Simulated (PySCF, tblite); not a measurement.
# C₄H₈BFP radical: geometry, infrared bands and EPR parameters

Aim: predict the infrared bands and EPR parameters of C₄H₈BFP radical (`C[CH]/C=C\B(F)P`).

Computed with tblite 0.8.0 and PySCF 2.14.0, with density-fitted response routines of our own, on a single molecule in the gas phase. Atoms count from 0, in the outputs and in this text.

**1. The starting structure**

15 atoms, charge 0, multiplicity 2; geometry from: force field or distance geometry start.

Bonds of the start (Å): C0–C1 1.52, C1–C2 1.51, C2–C3 1.32, C3–B4 1.56, B4–F5 1.47, B4–P6 1.92, C0–H7 1.10, C0–H8 1.12, C0–H9 1.13, C1–H10 1.13, C2–H11 1.09, C3–H12 1.10, P6–H13 1.43, P6–H14 1.45.

**2. Geometry optimisation with GFN2-xTB**

What the job is given:

```
{"job": {"kind": "relax", "xc": "GFN2-xTB", "basis": "xTB"}, "charge": 0, "multiplicity": 2}
C     -2.640800     0.448100    -0.410200
C     -1.186900     0.235700    -0.810800
C     -0.612800    -0.603100     0.304900
C      0.623900    -0.475700     0.736500
B      1.643700     0.548100     0.155900
F      1.145500     1.563800    -0.784800
P      3.473800    -0.029900     0.017500
H     -3.295100     0.592400    -1.282900
H     -2.741200     1.282100     0.323200
H     -3.004800    -0.473500     0.125700
H     -1.229400    -0.472100    -1.685700
H     -1.282400    -1.337100     0.758300
H      0.906900    -1.147300     1.565600
H      4.438300     1.027300     0.074800
H      3.757100    -1.150900     0.890000
```

Command:

```sh
$ OMP_NUM_THREADS=1 python probes_run.py task.json out
```

One launch serves the whole session: the jobs run in the order shown.

**Question.** This job is followed by: GFN2-xTB harmonic vibrations, gas phase; UKS B3LYP, pcH-1 on B C F H P, non-relativistic, mean-field spin-orbit, GIAO. Predict these results of the whole session: strongest single infrared mode (GFN2-xTB); zero-point energy (GFN2-xTB); g(iso) (B3LYP); ⟨S²⟩; largest a(iso) (averaged by class); surface potential, 1st and 99th percentile.

As calculated:

| quantity | value |
| --- | --- |
| strongest single infrared mode (GFN2-xTB) | 2405 cm⁻¹, 135 km/mol |
| zero-point energy (GFN2-xTB) | 67.8 kcal/mol |
| g(iso) (B3LYP) | 2.00292 |
| ⟨S²⟩ | 0.769 (exact 0.75) |
| largest a(iso) (averaged by class) | 31P on P6, 56.2 MHz |
| surface potential, 1st and 99th percentile | -0.97 V and 0.91 V |

In words: Relaxing lowered the energy by 2.826 eV in 124 steps; the close pair that moved most is C1–C2, from 1.509 to 1.363 Å. All 39 modes are real, so the xTB geometry is a minimum. The strongest single mode, at 2405 cm⁻¹, moves mainly H14 and H13. Unscaled tight-binding wavenumbers are off by several per cent, some by more. Its intensities can rank the bands wrongly. The largest spin populations lie on C3 (0.59 e), C1 (0.54 e). The isotropic g lies 0.6 ppt above the free-electron value.
